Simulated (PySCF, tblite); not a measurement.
# C2H12SSi4: geometry, infrared bands and NMR shifts

Aim: predict the infrared bands and NMR shifts of C2H12SSi4 (`CSC[SiH]1[SiH2][SiH2][SiH2]1`).

The runs use tblite 0.8.0 and PySCF 2.14.0, with density-fitted response routines of our own; the level of theory stands in each step. All values are computed, except where a source is named. Atoms count from 0, in the outputs and in this text.

## (1) Starting geometry

19 atoms, charge 0, multiplicity 1; geometry from: force field or distance geometry start.

Bonds of the start (Å): C0–S1 1.79, S1–C2 1.79, C2–Si3 1.87, Si3–Si4 2.25, Si4–Si5 2.24, Si5–Si6 2.25, Si6–Si3 2.25, C0–H7 1.12, C0–H8 1.12, C0–H9 1.11, C2–H10 1.12, C2–H11 1.10, Si3–H12 1.45, Si4–H13 1.47, Si4–H14 1.46, Si5–H15 1.46, Si5–H16 1.46, Si6–H17 1.45, Si6–H18 1.47.

## (2) Relaxing the molecule with GFN2-xTB

Job settings and geometry (Å):

```
{"job": {"kind": "relax", "xc": "GFN2-xTB", "basis": "xTB"}, "charge": 0, "multiplicity": 1}
C      3.064400     0.934300     0.627400
S      2.956600    -0.822800     0.282300
C      1.292800    -1.489700     0.262000
Si     0.035200    -0.251300    -0.360200
Si    -1.905100    -1.134700    -1.063800
Si    -2.878000     0.697100    -0.217900
Si    -1.177300     0.739500     1.251500
H      2.423900     1.231100     1.496500
H      2.750700     1.532200    -0.261200
H      4.082000     1.272600     0.913400
H      1.273900    -2.402700    -0.387400
H      1.011700    -1.763500     1.291300
H      0.622800     0.724000    -1.259700
H     -1.946400    -1.231900    -2.530600
H     -2.298900    -2.357400    -0.359700
H     -4.146600     0.476700     0.477800
H     -2.933500     1.851300    -1.108800
H     -0.774000     2.105100     1.550500
H     -1.464000    -0.100700     2.419700
```

Command:

```sh
$ OMP_NUM_THREADS=1 python probes_run.py task.json out
```

The driver reads the jobs from task.json and runs them one after another.

**Question.** This job is followed by: GFN2-xTB harmonic vibrations, gas phase; GIAO PBE0/pcSseg-1 NMR shielding, non-relativistic, gas phase. Predict these results of the whole session: strongest single infrared mode (GFN2-xTB); zero-point energy (GFN2-xTB); 13C shifts against TMS (PBE0/pcSseg-1); 1H shifts against TMS (PBE0/pcSseg-1, means over atoms taken as alike); 33S shifts against CS2 (PBE0/pcSseg-1); 29Si shifts against TMS (PBE0/pcSseg-1, means over atoms taken as alike); surface potential, 1st and 99th percentile.

As calculated:

| quantity | value |
| --- | --- |
| strongest single infrared mode (GFN2-xTB) | 2194 cm⁻¹, 751 km/mol |
| zero-point energy (GFN2-xTB) | 76.3 kcal/mol |
| 13C shifts against TMS (PBE0/pcSseg-1) | 22.6, 21.3 ppm |
| 1H shifts against TMS (PBE0/pcSseg-1, means over atoms taken as alike) | 4.79, 4.25, 4.23, 4.19, 4.02, 2.05, 2.04 ppm |
| 33S shifts against CS2 (PBE0/pcSseg-1) | -15 ppm |
| 29Si shifts against TMS (PBE0/pcSseg-1, means over atoms taken as alike) | -32.0, -91.5, -96.5 ppm |
| surface potential, 1st and 99th percentile | -1.03 V and 1.32 V |

Over 160 steps the energy fell by 1.182 eV; of the close pairs, Si3–Si6 changed most, 2.247 to 2.371 Å. All 51 modes are real, so the xTB geometry is a minimum. Unscaled tight-binding wavenumbers are off by several per cent, some by more. Its intensities can rank the bands wrongly. At PBE0/pcSseg-1: The widest tensor belongs to S1: span 298 ppm, with a paramagnetic part of -536 ppm. At PBE0/pcSseg-1, counted by nearest atom on the grid, the HOMO lies on S1 72 %, the LUMO on 4 Si atoms about 12 % each; 7 H atoms about 6 % each.
